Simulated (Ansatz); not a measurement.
# Os: the cost of one run

Computed with Ansatz 0.2.0 through its Python package. Level of theory: DFT LDA, plane waves, PAW.

This is Os in the diamond structure; at room conditions it is hcp.

## Step 1: The system

Os Fd-3m: Symmetry: Fd-3m, No. 227, cubic system. The conventional cell has a = 5.260 Å, b = 5.260 Å, c = 5.260 Å, α = 90.00°, β = 90.00°, γ = 90.00°. Around Os (site symmetry -43m) lie 4 Os at 2.28 Å.

Os P6_3/mmc: Symmetry: P6_3/mmc, No. 194, hexagonal system. The conventional cell has a = 2.700 Å, b = 2.700 Å, c = 4.409 Å, α = 90.00°, β = 90.00°, γ = 120.00°. Os (site symmetry -6m2) has 12 Os at 2.70 Å as nearest neighbours.

Os Fm-3m: Symmetry: Fm-3m, No. 225, cubic system. The conventional cell has a = 3.820 Å, b = 3.820 Å, c = 3.820 Å, α = 90.00°, β = 90.00°, γ = 90.00°. Os (site symmetry m-3m) is surrounded by 12 Os at 2.70 Å.

Os Im-3m: Symmetry: Im-3m, No. 229, cubic system. Conventional cell: a = 3.040 Å, b = 3.040 Å, c = 3.040 Å, α = 90.00°, β = 90.00°, γ = 90.00°. Os (site symmetry m-3m) has 8 Os at 2.63 Å as nearest neighbours.

Os Pm-3m: The structure is cubic, space group Pm-3m (No. 221). The conventional cell has a = 2.490 Å, b = 2.490 Å, c = 2.490 Å, α = 90.00°, β = 90.00°, γ = 90.00°. Around Os (site symmetry m-3m) lie 6 Os at 2.49 Å.

No structure file is read: the coordinates are typed or built in the script.

## Step 2: Script

prototypes_os.py reads:

```python
'''Relaxed energies of Os in several structure types.'''

import warnings

import ansatz as az
import numpy as np
import spglib
from tabulate import tabulate

FUNCTIONAL = 'lda'
CUTOFF_EV = 460
KSPACING = 0.3
FILLING = 'gaussian'
SIGMA = 0.1


def diamond(first, a):
    return (
        az.Lattice.fcc(a)
        .space_group(227, origin_choice=1)
        .atom(first, (0, 0, 0))
        .primitive()
    )


def hcp(A, a):
    return (
        az.Lattice.from_parameters(a, a, 1.633 * a, alpha=90, beta=90, gamma=120)
        .space_group(194)
        .atom(A, (1 / 3, 2 / 3, 0.25))
    )


def fcc(A, a):
    return (
        az.Lattice.fcc(a)
        .space_group(225)
        .atom(A, (0, 0, 0))
        .primitive()
    )


def bcc(first, a):
    return az.Crystal.bcc(first, a=a)


def sc(A, a):
    return (
        az.Lattice.cubic(a)
        .space_group(221)
        .atom(A, (0, 0, 0))
    )


def ground_state(name, crystal):
    calc = (
        crystal.calculation()
        .functional(FUNCTIONAL)
        .basis(CUTOFF_EV)
        .kpoints(spacing=KSPACING)
        .occupations(FILLING, width=SIGMA)
        .stress()
        .band_table()
    )
    calc = calc.relax(force_tolerance=0.02, max_steps=40, cell=True)
    return calc.run()


def volume_per_atom(outcome):
    return abs(np.linalg.det(outcome.lattice.cell_ang)) / len(outcome.lattice.sites)


def space_group(outcome):
    sites = outcome.report['lattice']['sites']
    kinds = sorted({site['symbol'] for site in sites})
    cell = (outcome.lattice.cell_ang, [site['position_frac'] for site in sites], [kinds.index(site['symbol']) for site in sites])
    return spglib.get_spacegroup(cell, symprec=0.01)


def pressure_gpa(outcome):
    return float(np.trace(outcome.report['stress_gpa']) / 3)

# starting lattice constants are rough guesses; the relaxation finds the rest
warnings.simplefilter('ignore', az.DeckWarning)

phases = {}
phases['diamond'] = diamond('Os', 5.26)
phases['hcp'] = hcp('Os', 2.7)
phases['fcc'] = fcc('Os', 3.82)
phases['bcc'] = bcc('Os', 3.04)
phases['sc'] = sc('Os', 2.49)

done = {}
for name, crystal in phases.items():
    done[name] = ground_state(name, crystal)
    print(f'{name}: {done[name].report["energy_sigma0_ev"]:.4f} eV, {len(done[name].lattice.sites)} atoms')

energy = {name: o.report['energy_sigma0_ev'] / len(o.lattice.sites) for name, o in done.items()}
lowest = min(energy.values())
rows = [(name, len(o.lattice.sites), 1000 * (energy[name] - lowest), volume_per_atom(o), space_group(o), pressure_gpa(o)) for name, o in done.items()]
rows.sort(key=lambda row: row[2])
print(tabulate(rows, headers=['phase', 'atoms', 'dE (meV/atom)', 'V (A^3/atom)', 'space group', 'P (GPa)'], floatfmt='.4f', tablefmt='simple'))
```

## Step 3: The input behind the calls

The package turns the script's settings into the engine's input (first run):

```yaml
crystal:
  lattice:
    bravais: fcc
    a: 5.26
  space_group: 227
  setting:
    origin_choice: 1
  atoms:
    - { symbol: Os, position: [0.0, 0.0, 0.0] }
  reduce_to_primitive: true
basis:
  ecutwfc: 460.0
kpoints:
  mp_grid:
    kspacing: 0.3
hamiltonian:
  xc: lda
scf:
  occupations:
    method: gaussian
    width: 0.1
relax:
  f_tol: 0.02
  max_steps: 40
  cell: {}
output:
  stress: true
  eigenvalues: true
```

## Step 4: Running it

On the command line:

```console
> python prototypes_os.py
```

What time and memory should one allow on 1 thread of Arm Neoverse V1, shared host?

About 23 s, with a peak of 0.36 GiB.
